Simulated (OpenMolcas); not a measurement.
# Pm³⁺ with 8 ligands (fluoride): CASSCF levels and susceptibility

Aim: the ligand-field states of Pm³⁺ in this surrounding, its lowest levels with spin-orbit coupling and its magnetic susceptibility.

Method: state-averaged CASSCF, spin-orbit coupling by RASSI with atomic mean-field integrals. Code: OpenMolcas 26.06.

## 1. What is computed

- Species: Pm³⁺ (promethium, Z = 61, 58 electrons)
- Basis: ANO-RCC-VDZP [7s6p4d2f1g], 180 functions with the ligands
- Scalar Hamiltonian: DKH2, point nucleus
- Inactive shells: 1s 2s 2p 3s 3p 3d 4s 4p 4d 5s 5p of the metal, and all ligand shells
- Active space: 4 electrons in 7 orbitals (4f)
- Some configurations of this space: 4f4
- Orbitals: optimised for the highest spin of each parity, averaged over all roots

Outer shells as boxes (Hund's rule):

4f4
```
4f [↑ ][↑ ][↑ ][↑ ][  ][  ][  ]
```

Pm³⁺ is taken with 8 ligands (fluoride) in cube coordination (Oh) at 2.4 Å. A charge of +0.625 e stands 3.2 Å behind each ligand. Ligand basis ANO-RCC-VDZP. The distances are assumed, not relaxed.

```xyz
9

Pm    0.0000    0.0000    0.0000
F     1.3856    1.3856    1.3856
F     1.3856    1.3856   -1.3856
F     1.3856   -1.3856    1.3856
F     1.3856   -1.3856   -1.3856
F    -1.3856    1.3856    1.3856
F    -1.3856    1.3856   -1.3856
F    -1.3856   -1.3856    1.3856
F    -1.3856   -1.3856   -1.3856
```

The work runs as a chain of OpenMolcas steps in one folder; each step below is one input file. Labels, J, g values, rates, χT and fits are worked out afterwards by a script from the matrices that RASSI stores. The input lists half of the charges; inversion (Group=XYZ) makes the rest.

## 2. One- and two-electron integrals

Contents of a.inp:

```
&GATEWAY
Coord
9

Pm 0.0 0.0 0.0
F 1.385641 1.385641 1.385641
F 1.385641 1.385641 -1.385641
F 1.385641 -1.385641 1.385641
F 1.385641 -1.385641 -1.385641
F -1.385641 1.385641 1.385641
F -1.385641 1.385641 -1.385641
F -1.385641 -1.385641 1.385641
F -1.385641 -1.385641 -1.385641
Basis=Pm.ANO-RCC-VDZP,F.ANO-RCC-VDZP
Group=XYZ
NoMove
AngMom=0.0 0.0 0.0
AMFI
RICD
XField
4 Angstrom 0
3.233162 3.233162 3.233162 0.625000
3.233162 3.233162 -3.233162 0.625000
3.233162 -3.233162 3.233162 0.625000
3.233162 -3.233162 -3.233162 0.625000
&SEWARD
```

On the command line:

```console
$ OMP_NUM_THREADS=1 MOLCAS_MEM=2457 MOLCAS_PROJECT=a pymolcas a.inp > a.log
```

The log of the run:

```text
Basis set label: PM.ANO-RCC...7S6P4D2F1G.

      Electronic valence basis set:
      ------------------
      Associated Effective Charge  61.000000 au
      Associated Actual Charge     61.000000 au
      Nuclear Model: Point charge

      Shell  nPrim  nBasis  Cartesian Spherical Contaminant
         s      25       7        X
         p      22       6        X
         d      15       4                 X
         f      11       2                 X
         g       4       1                 X
                  Relativistic Douglas-Kroll-Hess integrals:
                    - DKH order of Hamiltonian: 2
                    - DKH order of Properties : 0
                  Atomic mean-field integrals
```

## 3. Reference wave functions, quintets of even parity, 35 roots

Contents of a.inp:

```
&RASSCF
FileOrb=start.orb
Symmetry=1
Spin=5
nActEl=4 0 0
Inactive=35 32
Ras2=0 7
CIRoot=35 35 1
SDav=35
CIMx=300
Iter=150 100
PrWF=0.3
OrbListing=Nothing
MaxOrb=0
LevShft=1.0
>>> COPY $Project.JobIph JOB001
```

start.orb holds start orbitals that the driver prepared beforehand, or those of the step before.

The log of the run:

```text
Wave function specifications:
      -----------------------------

      Number of closed shell electrons         134
      Number of electrons in active shells       4
      Max number of holes in RAS1 space          0
      Max nr of electrons in RAS3 space          0
      Number of inactive orbitals               67
      Number of active orbitals                  7
      Number of secondary orbitals             106
      Spin quantum number                      2.0
      State symmetry                             1
Orbital specifications:
      -----------------------

      Symmetry species                           1   2
                                                ag  au
      Frozen orbitals                            0   0
      Inactive orbitals                         35  32
      Active orbitals                            0   7
      RAS1 orbitals                              0   0
      RAS2 orbitals                              0   7
      RAS3 orbitals                              0   0
      Secondary orbitals                        57  49
      Deleted orbitals                           0   0
      Number of basis functions                 92  88
      Number of CSFs                            35
      Number of root(s) required                35
      Iter CI   SX   CI       RASSCF       Energy    max ROT     max BLB   max BLB  Level Ln srch  Step   QN
          iter iter root      energy       change     param      element    value   shift minimum  type update
 Nr of preliminary CI iterations:   1
      Total energies have been shifted. Add               -10000.00 au
        1   1   10    0  -809.11344051    0.00E+00   5.70E-02   25  72 2 -3.59E-01*  0.84   0.00    SX    NO
        2   1   10    0  -810.18269218   -1.07E+00* -1.73E-02   17  56 2 -7.80E-02*  0.81   0.00    SX    NO
        3   1   10    0  -810.27252565   -8.98E-02* -6.47E-03   29  80 2  4.55E-02*  0.85   0.00    SX    NO
        4   1    9    0  -810.28550290   -1.30E-02* -3.68E-03   14  53 2  1.46E-02*  0.86   0.00    SX    NO
        5   1    9    0  -810.28942278   -3.92E-03* -4.84E-03   30  36 1 -7.47E-03*  0.87   2.41    LS   YES
        6   1    9    0  -810.29146859   -2.05E-03* -1.14E-03   12  49 2 -4.61E-03*  0.88   1.07    QN   YES
        7   1    8    0  -810.29180968   -3.41E-04*  1.16E-03   29  80 2 -3.24E-03*  0.88   2.04    LS   YES
        8   1    8    0  -810.29192863   -1.19E-04*  4.21E-04   14  53 2 -2.51E-03*  0.88   1.02    QN   YES
        9   1    8    0  -810.29198932   -6.07E-05*  3.20E-04   12  52 2 -1.12E-03*  0.87   1.45    QN   YES
       10   1    7    0  -810.29200613   -1.68E-05*  1.28E-04   29  80 2  6.50E-04*  0.87   1.27    QN   YES
       11   1    6    0  -810.29200872   -2.58E-06* -6.21E-05   14  53 2  2.20E-04*  0.87   1.30    QN   YES
       12   1    6    0  -810.29200903   -3.14E-07* -1.95E-05   12  52 2  5.52E-05   0.87   1.30    QN   YES
       13   1    5    0  -810.29200906   -3.25E-08*  7.04E-06   29  80 2 -2.30E-05   0.87   1.31    QN   YES
       14   1    4    0  -810.29200907   -5.46E-09  -3.33E-06   14  53 2 -7.98E-06   0.87   1.29    QN   YES
      Convergence after 14 iterations
       15   1    4    0  -810.29200907   -8.46E-10  -3.33E-06   22  49 2  2.57E-06   0.87   1.29    QN   YES
      Natural orbitals and occupation numbers for root  1
      sym 2:   0.101655   0.212901   0.960326   0.238040   0.765625   0.813922   0.907531
      Natural orbitals and occupation numbers for root  2
      sym 2:   0.913738   0.248992   0.094972   0.793329   0.207005   0.989518   0.752446
      Natural orbitals and occupation numbers for root  3
      sym 2:   0.753408   0.248646   0.794940   0.095097   0.985566   0.913728   0.208615
::    RASSCF root number  1 Total energy: -10810.36245217
::    RASSCF root number  2 Total energy: -10810.36245217
::    RASSCF root number  3 Total energy: -10810.36245217
::    RASSCF root number  4 Total energy: -10810.36193049
::    RASSCF root number  5 Total energy: -10810.36193049
::    RASSCF root number  6 Total energy: -10810.35998390
::    RASSCF root number  7 Total energy: -10810.35998390
::    RASSCF root number  8 Total energy: -10810.35998390
::    RASSCF root number  9 Total energy: -10810.35969430
::    RASSCF root number 10 Total energy: -10810.35957855
::    RASSCF root number 11 Total energy: -10810.35957855
::    RASSCF root number 12 Total energy: -10810.35957855
::    RASSCF root number 13 Total energy: -10810.35880953
::    RASSCF root number 14 Total energy: -10810.29240779
::    RASSCF root number 15 Total energy: -10810.29240779
::    RASSCF root number 16 Total energy: -10810.29240779
::    RASSCF root number 17 Total energy: -10810.29226528
::    RASSCF root number 18 Total energy: -10810.29226528
::    RASSCF root number 19 Total energy: -10810.29226528
::    RASSCF root number 20 Total energy: -10810.29208061
::    RASSCF root number 21 Total energy: -10810.28999147
::    RASSCF root number 22 Total energy: -10810.25443349
::    RASSCF root number 23 Total energy: -10810.25443349
::    RASSCF root number 24 Total energy: -10810.25443349
::    RASSCF root number 25 Total energy: -10810.25255963
::    RASSCF root number 26 Total energy: -10810.25198783
::    RASSCF root number 27 Total energy: -10810.25198783
::    RASSCF root number 28 Total energy: -10810.25198783
::    RASSCF root number 29 Total energy: -10810.25157476
::    RASSCF root number 30 Total energy: -10810.25157476
```

## 4. Reference wave functions, triplets of even parity, 162 roots

Contents of a.inp:

```
&RASSCF
FileOrb=start.orb
Symmetry=1
Spin=3
nActEl=4 0 0
Inactive=35 32
Ras2=0 7
CIRoot=162 162 1
SDav=210
CIMx=300
Iter=150 100
PrWF=0.3
OrbListing=Nothing
MaxOrb=0
CIOnly
LevShft=1.0
>>> COPY $Project.JobIph JOB002
```

On the command line:

```console
$ OMP_NUM_THREADS=1 MOLCAS_MEM=2457 MOLCAS_PROJECT=a pymolcas a.inp > a.log
```

The log of the run:

```text
Wave function specifications:
      -----------------------------

      Number of closed shell electrons         134
      Number of electrons in active shells       4
      Max number of holes in RAS1 space          0
      Max nr of electrons in RAS3 space          0
      Number of inactive orbitals               67
      Number of active orbitals                  7
      Number of secondary orbitals             106
      Spin quantum number                      1.0
      State symmetry                             1
Orbital specifications:
      -----------------------

      Symmetry species                           1   2
                                                ag  au
      Frozen orbitals                            0   0
      Inactive orbitals                         35  32
      Active orbitals                            0   7
      RAS1 orbitals                              0   0
      RAS2 orbitals                              0   7
      RAS3 orbitals                              0   0
      Secondary orbitals                        57  49
      Deleted orbitals                           0   0
      Number of basis functions                 92  88
      Number of CSFs                           210
      Number of root(s) required               162
      Iter CI   SX   CI       RASSCF       Energy    max ROT     max BLB   max BLB  Level Ln srch  Step   QN
          iter iter root      energy       change     param      element    value   shift minimum  type update
 Nr of preliminary CI iterations:   1
        1   1    0    0-10810.19865771    0.00E+00   0.00E+00   36  43 2 -6.53E-03*  0.00   0.00    SX    NO
      Natural orbitals and occupation numbers for root  1
      sym 2:   0.523337   0.548150   0.612360   0.536227   0.569548   0.595621   0.614756
      Natural orbitals and occupation numbers for root  2
      sym 2:   0.580443   0.540902   0.539347   0.607329   0.588974   0.618465   0.524541
      Natural orbitals and occupation numbers for root  3
      sym 2:   0.614938   0.523317   0.569261   0.536148   0.611950   0.595983   0.548403
::    RASSCF root number  1 Total energy: -10810.27905619
::    RASSCF root number  2 Total energy: -10810.27905619
::    RASSCF root number  3 Total energy: -10810.27905619
::    RASSCF root number  4 Total energy: -10810.27900698
::    RASSCF root number  5 Total energy: -10810.27900698
::    RASSCF root number  6 Total energy: -10810.27900588
::    RASSCF root number  7 Total energy: -10810.27900588
::    RASSCF root number  8 Total energy: -10810.27900588
::    RASSCF root number  9 Total energy: -10810.27899614
::    RASSCF root number 10 Total energy: -10810.27875932
::    RASSCF root number 11 Total energy: -10810.27875932
::    RASSCF root number 12 Total energy: -10810.27875932
::    RASSCF root number 13 Total energy: -10810.27859687
::    RASSCF root number 14 Total energy: -10810.27859687
::    RASSCF root number 15 Total energy: -10810.27859687
::    RASSCF root number 16 Total energy: -10810.25730473
::    RASSCF root number 17 Total energy: -10810.25730473
::    RASSCF root number 18 Total energy: -10810.25730473
::    RASSCF root number 19 Total energy: -10810.25612733
::    RASSCF root number 20 Total energy: -10810.25612733
::    RASSCF root number 21 Total energy: -10810.25612733
::    RASSCF root number 22 Total energy: -10810.25566450
::    RASSCF root number 23 Total energy: -10810.25566450
::    RASSCF root number 24 Total energy: -10810.25504144
::    RASSCF root number 25 Total energy: -10810.25504144
::    RASSCF root number 26 Total energy: -10810.25504144
::    RASSCF root number 27 Total energy: -10810.24936024
::    RASSCF root number 28 Total energy: -10810.24803267
::    RASSCF root number 29 Total energy: -10810.24803267
::    RASSCF root number 30 Total energy: -10810.24803267
```

CIOnly: the orbitals of an earlier block are kept, and only the CI is solved.

## 5. Reference wave functions, singlets of even parity, 162 roots

Contents of a.inp:

```
&RASSCF
FileOrb=start.orb
Symmetry=1
Spin=1
nActEl=4 0 0
Inactive=35 32
Ras2=0 7
CIRoot=162 162 1
SDav=196
CIMx=300
Iter=150 100
PrWF=0.3
OrbListing=Nothing
MaxOrb=0
CIOnly
LevShft=1.0
>>> COPY $Project.JobIph JOB003
```

On the command line:

```console
$ OMP_NUM_THREADS=1 MOLCAS_MEM=2457 MOLCAS_PROJECT=a pymolcas a.inp > a.log
```

The log of the run:

```text
Wave function specifications:
      -----------------------------

      Number of closed shell electrons         134
      Number of electrons in active shells       4
      Max number of holes in RAS1 space          0
      Max nr of electrons in RAS3 space          0
      Number of inactive orbitals               67
      Number of active orbitals                  7
      Number of secondary orbitals             106
      Spin quantum number                      0.0
      State symmetry                             1
Orbital specifications:
      -----------------------

      Symmetry species                           1   2
                                                ag  au
      Frozen orbitals                            0   0
      Inactive orbitals                         35  32
      Active orbitals                            0   7
      RAS1 orbitals                              0   0
      RAS2 orbitals                              0   7
      RAS3 orbitals                              0   0
      Secondary orbitals                        57  49
      Deleted orbitals                           0   0
      Number of basis functions                 92  88
      Number of CSFs                           196
      Number of root(s) required               162
      Iter CI   SX   CI       RASSCF       Energy    max ROT     max BLB   max BLB  Level Ln srch  Step   QN
          iter iter root      energy       change     param      element    value   shift minimum  type update
 Nr of preliminary CI iterations:   1
        1   1    0    0-10810.12942145    0.00E+00   0.00E+00   36  43 2 -1.11E-02*  0.00   0.00    SX    NO
      Natural orbitals and occupation numbers for root  1
      sym 2:   0.780075   0.262620   0.290184   0.640799   0.731106   0.908467   0.386747
      Natural orbitals and occupation numbers for root  2
      sym 2:   0.588288   0.262620   0.833165   0.237801   0.882008   0.704519   0.491599
      Natural orbitals and occupation numbers for root  3
      sym 2:   0.847327   0.252835   0.216948   0.591891   0.718837   0.849735   0.522427
::    RASSCF root number  1 Total energy: -10810.23008883
::    RASSCF root number  2 Total energy: -10810.23008883
::    RASSCF root number  3 Total energy: -10810.23003569
::    RASSCF root number  4 Total energy: -10810.23003569
::    RASSCF root number  5 Total energy: -10810.23003569
::    RASSCF root number  6 Total energy: -10810.22901356
::    RASSCF root number  7 Total energy: -10810.22901356
::    RASSCF root number  8 Total energy: -10810.22901356
::    RASSCF root number  9 Total energy: -10810.22872671
::    RASSCF root number 10 Total energy: -10810.22839878
::    RASSCF root number 11 Total energy: -10810.22839878
::    RASSCF root number 12 Total energy: -10810.22839878
::    RASSCF root number 13 Total energy: -10810.22812211
::    RASSCF root number 14 Total energy: -10810.22812211
::    RASSCF root number 15 Total energy: -10810.22749943
::    RASSCF root number 16 Total energy: -10810.22749943
::    RASSCF root number 17 Total energy: -10810.22749943
::    RASSCF root number 18 Total energy: -10810.21398315
::    RASSCF root number 19 Total energy: -10810.21398315
::    RASSCF root number 20 Total energy: -10810.21398315
::    RASSCF root number 21 Total energy: -10810.21384799
::    RASSCF root number 22 Total energy: -10810.21384799
::    RASSCF root number 23 Total energy: -10810.20359475
::    RASSCF root number 24 Total energy: -10810.20332279
::    RASSCF root number 25 Total energy: -10810.20332279
::    RASSCF root number 26 Total energy: -10810.20332279
::    RASSCF root number 27 Total energy: -10810.20315593
::    RASSCF root number 28 Total energy: -10810.20315593
::    RASSCF root number 29 Total energy: -10810.20034220
::    RASSCF root number 30 Total energy: -10810.20034220
```

CIOnly: the orbitals of an earlier block are kept, and only the CI is solved.

(Part 1 of 2 ends here.)
